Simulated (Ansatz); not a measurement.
# MoS2: the cost of one run

Computed with Ansatz 0.2.0 (DFT PBE+D3(BJ), scalar-relativistic, plane waves, PAW, unless a step's input says otherwise).

2 further runs of the same task are left out: 2 set aside as unsound or not needed.

## Step 1: The starting structure

It takes space group P6_3/mmc (No. 194, hexagonal). The conventional cell has a = 3.149 Å, b = 3.149 Å, c = 12.091 Å, α = 90.00°, β = 90.00°, γ = 120.00°. Around Mo (site symmetry -6m2) lie 6 S at 2.40 Å. Around S (site symmetry 3m) lie 3 Mo at 2.40 Å.

As a file:

```cif
data_structure
_symmetry_space_group_name_H-M 'P 1'
_symmetry_Int_Tables_number 1
_cell_length_a 3.1494
_cell_length_b 3.1494
_cell_length_c 12.0908
_cell_angle_alpha 90.000
_cell_angle_beta 90.000
_cell_angle_gamma 120.000
_cell_volume 103.85
loop_
_atom_site_label
_atom_site_type_symbol
_atom_site_fract_x
_atom_site_fract_y
_atom_site_fract_z
_atom_site_occupancy
Mo1 Mo 0.33333 0.66667 0.25000 1
Mo2 Mo 0.66667 0.33333 0.75000 1
S1 S 0.33333 0.66667 0.62049 1
S2 S 0.66667 0.33333 0.12049 1
S3 S 0.33333 0.66667 0.87951 1
S4 S 0.66667 0.33333 0.37951 1
```

This cell was relaxed beforehand with the same method: volume 17.31 Å³/atom, gap on the mesh 0.78 eV.

## Step 2: Zero of the scan

Input file input.yaml:

```yaml
crystal:
  lattice:
    - [3.1493511271, 0.0, 0.0]
    - [-1.5746755636, 2.7274180815, 0.0]
    - [0.0, 0.0, 12.0907538561]
  atoms:
    - { symbol: Mo, position: [0.3333333333, 0.6666666667, 0.25] }
    - { symbol: Mo, position: [0.6666666667, 0.3333333333, 0.75] }
    - { symbol: S, position: [0.3333333333, 0.6666666667, 0.6204905685] }
    - { symbol: S, position: [0.6666666667, 0.3333333333, 0.1204905685] }
    - { symbol: S, position: [0.3333333333, 0.6666666667, 0.8795094315] }
    - { symbol: S, position: [0.6666666667, 0.3333333333, 0.3795094315] }
basis:
  ecutwfc: 420
kpoints:
  mp_grid: { grid: [12, 12, 2] }
hamiltonian:
  xc: pbe
  dispersion: d3bj
scf:
  occupations: { method: gaussian, width: 0.05 }
output:
  forces: true
  stress: true
  eigenvalues: true
```

The run is started by

```bash
$ ansatz run input.yaml --threads 1 --pin off --max-ram 2560MiB --backend cpu --events-out ev --progress --plain --runs-dir out
```

What time and memory should one allow on 1 thread of Intel Xeon Platinum 8259CL at 2.50GHz (Skylake/Cascade Lake), shared host?

About 6 s, with a peak of 0.46 GiB.
